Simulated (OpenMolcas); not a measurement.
# Zr³⁺ among point charges: CASSCF and CASPT2 levels, g values and susceptibility

Aim: the splitting of the states of Zr³⁺ in the field of 6 point charges, its lowest levels with spin-orbit coupling and its magnetic susceptibility.

Method: state-averaged CASSCF and CASPT2, spin-orbit coupling by RASSI with atomic mean-field integrals. Code: OpenMolcas 26.06.

## Step 1: What is computed

| Item | Value |
| --- | --- |
| Species | Zr³⁺ (zirconium, Z = 40, 37 electrons) |
| Basis | ANO-RCC-VDZP [6s5p3d1f], 43 functions |
| Scalar Hamiltonian | DKH2, point nucleus |
| Inactive shells | 1s 2s 2p 3s 3p 3d 4s 4p |
| Active space | 1 electron in 5 orbitals (4d) |
| Some configurations of this space | 4d |
| Orbitals | optimised for each spin and parity, averaged over all roots |

Outer shells as boxes (Hund's rule):

4d
```
4d [↑ ][  ][  ][  ][  ]
```

The ion sits among 6 point charges of -1 e arranged as a tetragonal octahedron (D4h), 2.15 Å from the ion, with the axial distance 2.236 Å.

Each step is its own input file, run in one work folder so that later steps find the files of earlier ones. Only the result sections of each output are shown. Labels, J, g values, rates, χT and fits are worked out afterwards by a script from the matrices that RASSI stores. The input lists half of the charges; inversion (Group=XYZ) makes the rest.

## Step 2: Basis and integrals

File a.inp:

```
&GATEWAY
Coord
1

Zr 0.0 0.0 0.0
Basis=ANO-RCC-VDZP
Group=XYZ
NoMove
AngMom=0.0 0.0 0.0
AMFI
XField
3 Angstrom 0
2.150000 0.000000 0.000000 -1.000000
0.000000 2.150000 0.000000 -1.000000
0.000000 0.000000 2.236000 -1.000000
&SEWARD
```

## Step 3: Reference wave functions, doublets of even parity, 5 roots

File a.inp:

```
&RASSCF
FileOrb=start.orb
Symmetry=1
Spin=2
nActEl=1 0 0
Inactive=9 9
Ras2=5 0
CIRoot=5 5 1
SDav=5
CIMx=300
Iter=120 100
PrWF=0.3
OrbListing=Nothing
MaxOrb=0
>>> COPY $Project.JobIph JOB001
```

start.orb holds the contracted functions of the basis, ordered by shell, or the orbitals of the step before.

## Step 4: RASSI: spin-orbit coupling between the states

File a.inp:

```
&RASSI
NrOfJobIphs=1 5
1 2 3 4 5
IphNames
JOB001
EJob
SpinOrbit
DIPRint=1.0
SOCoupling=1000.0
Subsets=2
Property=9
'ANGMOM' 1 'ANGMOM' 2 'ANGMOM' 3 'MLTPL  1' 1 'MLTPL  1' 2 'MLTPL  1' 3
'AMFI' 1 'AMFI' 2 'AMFI' 3
SOProperty=3
'ANGMOM' 1 'ANGMOM' 2 'ANGMOM' 3
```

## Step 5: CASPT2: IPEA 0.25, imaginary shift 0.1 (closed shells correlated: 4s 4p)

File a.inp:

```
>>> COPY JOB001 $Project.JobIph
&CASPT2
Multistate=5 1 2 3 4 5
NoMult
Frozen=8 6
IPEA=0.25
Imaginary=0.1
MaxIter=60
WThr=0.0 0.3 0.05
PrWF=0.5
NoMix
```

(Steps that only read results are left out.)

What does the calculation give? Wanted: spin-free ground state; first state of the same spin; lowest level; next level.

As calculated:

| quantity | value |
| --- | --- |
| method | SS-CASPT2, IPEA 0.25, imaginary shift 0.1 (closed shells correlated: 4s 4p) |
| spin-free ground state | 2E, 2-fold in its orbital part |
| first state of the same spin | 2B2 at 704 cm⁻¹ |
| lowest level | 2-fold E1/2, g = 0.01, 0.35, 0.35 |
| next level | 312.0 cm⁻¹ |
| χT at 300 K | 0.22 cm³ K/mol |
| effective moment at 300 K | 1.31 μB |

Cost by method:

| method | time of its own steps | time with the reference |
| --- | --- | --- |
| A. CASSCF | 1.3 s | 1.3 s |
| B. SS-CASPT2, IPEA 0.25, imaginary shift 0.1, +4s 4p | 0.37 s | 1.6 s |

Times are of one thread on a shared host.

What this shows: The spin-free ground state (2E) comes to 100 % from free-ion D terms and keeps the highest spin of the shell. χT at 300 K is 0.22, against 0.38 cm³ K/mol for the spin alone, so orbital moment lowers it. Point charges give too small a field for d ions at true ligand charges. Point charges carry no covalency, so the field is a model and not that of real ligands.
